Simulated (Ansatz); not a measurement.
# CH₅F₃Si₂: a ladder of functionals and wavefunction methods

How much do the methods differ for CH₅F₃Si₂? The plan is to run it at one geometry with functionals of several rungs and with coupled cluster, and see how far each lands from CCSD(T) at the basis-set limit for the atomisation energy.

Method: functionals in def2-TZVPP, the program's frozen cores in correlated methods; program: Ansatz 0.2.0, Gaussian basis.

Levels to be run: LDA (SPW92), PBE-D4, revPBE-D4, BLYP-D4, r2SCAN-D4, B97M-V, PBE0-D4, B3LYP-D4, r2SCANh-D4, r2SCAN0-D4, HSE06-D4, BHLYP-D4, CAM-B3LYP-D4, LC-ωPBE, ωB97X-V, ωB97M-V, B2PLYP, PBE-QIDH; CCSD(T)/def2-SVP; CCSD(T)/def2-TZVPP; MP2/def2-QZVPP; extrapolation to the limit; RPA on PBE.

### 1 The relaxed structure

All runs share one geometry, relaxed beforehand with PBE0-D4 in a triple-zeta def2 set.

SMILES `C[SiH2][Si](F)(F)F`, 11 atoms, charge 0, spin multiplicity 1.

Atoms are counted from 1 here; the program's logs count them from 0.

Bond lengths: C1–Si2 1.871 Å, C1–H7 1.092 Å, C1–H8 1.092 Å, C1–H9 1.092 Å, Si2–Si3 2.331 Å, Si2–H10 1.487 Å, Si2–H11 1.487 Å, Si3–F4 1.585 Å, Si3–F5 1.583 Å, Si3–F6 1.585 Å. Angles: Si2–C1–H7 110.4°, Si2–C1–H8 110.8°, Si2–C1–H9 110.8°, H7–C1–H8 108.3°, H7–C1–H9 108.3°, H8–C1–H9 108.3°, C1–Si2–Si3 110.0°, C1–Si2–H10 111.8°, C1–Si2–H11 111.8°, Si3–Si2–H10 107.2°, Si3–Si2–H11 107.2°, H10–Si2–H11 108.7°, Si2–Si3–F4 111.8°, Si2–Si3–F5 113.0°, Si2–Si3–F6 111.8°, F4–Si3–F5 106.7°, F4–Si3–F6 106.3°, F5–Si3–F6 106.7°.

### 2 LDA

This LDA is Slater exchange with PW92 correlation.

in.yaml

```yaml
crystal:
  periodic: [false, false, false]
  atoms:
    - {symbol: C, position_ang: [-0.080385, -1.208729, 1.254647]}
    - {symbol: Si, position_ang: [0.807304, -0.371029, -0.163722]}
    - {symbol: Si, position_ang: [-0.503115, 1.357722, -1.016176]}
    - {symbol: F, position_ang: [-1.902641, 0.831257, -1.542193]}
    - {symbol: F, position_ang: [0.181930, 2.115793, -2.225289]}
    - {symbol: F, position_ang: [-0.823483, 2.451753, 0.085178]}
    - {symbol: H, position_ang: [0.529400, -2.019414, 1.659063]}
    - {symbol: H, position_ang: [-1.031513, -1.629139, 0.922052]}
    - {symbol: H, position_ang: [-0.282278, -0.498455, 2.058858]}
    - {symbol: H, position_ang: [2.097519, 0.227662, 0.270163]}
    - {symbol: H, position_ang: [1.072762, -1.314621, -1.281981]}
basis:
  gaussian: {orbitals: def2-TZVPP}
hamiltonian: {xc: lda}
output: {orbitals: {seedname: orbitals}}
```

After this run come: PBE-D4 (GGA); revPBE-D4 (GGA); BLYP-D4 (GGA); r2SCAN-D4 (meta-GGA); B97M-V (meta-GGA); PBE0-D4 (hybrid); B3LYP-D4 (hybrid); r2SCANh-D4 (hybrid); r2SCAN0-D4 (hybrid); HSE06-D4 (hybrid); BHLYP-D4 (hybrid); CAM-B3LYP-D4 (range-separated); LC-ωPBE-D4 (range-separated); ωB97X-V (range-separated); ωB97M-V (range-separated); B2PLYP (double hybrid); PBE-QIDH (double hybrid); CCSD(T) in def2-SVP; CCSD(T) in def2-TZVPP; MP2 in def2-QZVPP; RPA on PBE orbitals.

Before running them: what should the planned runs give, taken together? Wanted: atomisation energy, CCSD(T)/CBS; farthest beyond LDA; mean size of error, GGA; mean size of error, meta-GGA; mean size of error, hybrid; mean size of error, range-separated; mean size of error, double hybrid; gap, smallest and largest; T1 diagnostic.

**Answer**, as computed:

| quantity | value |
| --- | --- |
| atomisation energy, CCSD(T)/CBS | 4289.7 kJ/mol |
| functionals within 21.4 kJ/mol (0.5 %) | PBE-D4, r2SCAN-D4, B97M-V, CAM-B3LYP-D4, ωB97X-V, ωB97M-V |
| farthest beyond LDA | BHLYP-D4 (-145.3 kJ/mol) |
| mean size of error, GGA | 52.1 kJ/mol |
| mean size of error, meta-GGA | 10.3 kJ/mol |
| mean size of error, hybrid | 71.8 kJ/mol |
| mean size of error, range-separated | 15.1 kJ/mol |
| mean size of error, double hybrid | 64.4 kJ/mol |
| gap, smallest and largest | 6.36 eV (LDA (SPW92)), 13.42 eV (LC-ωPBE) |
| T1 diagnostic | 0.0121 |
| triples share of the correlation energy | 3.0 % |

The LDA atomisation energy is off by 529.4 kJ/mol (12 %): it overbinds. PBE-D4 is off by +6.5 kJ/mol. Double hybrids carry the basis error of their MP2 part in triple zeta, and no dispersion term here, so their miss is partly the set-up's. The rungs meta-GGA, range-separated miss on average by less than the doubt on the reference (21.4 kJ/mol), so they tie. The reference freezes the cores and leaves out relativity and excitations past (T), so misses under about 21.4 kJ/mol can't be ranked. Hartree-Fock recovers 76 % of the binding; the rest is correlation. CCSD(T) in def2-SVP is off by -331.2 kJ/mol, which most functionals beat. The gap grows from 6.4 to 13.4 eV across the functionals, mostly with the share of exact exchange.
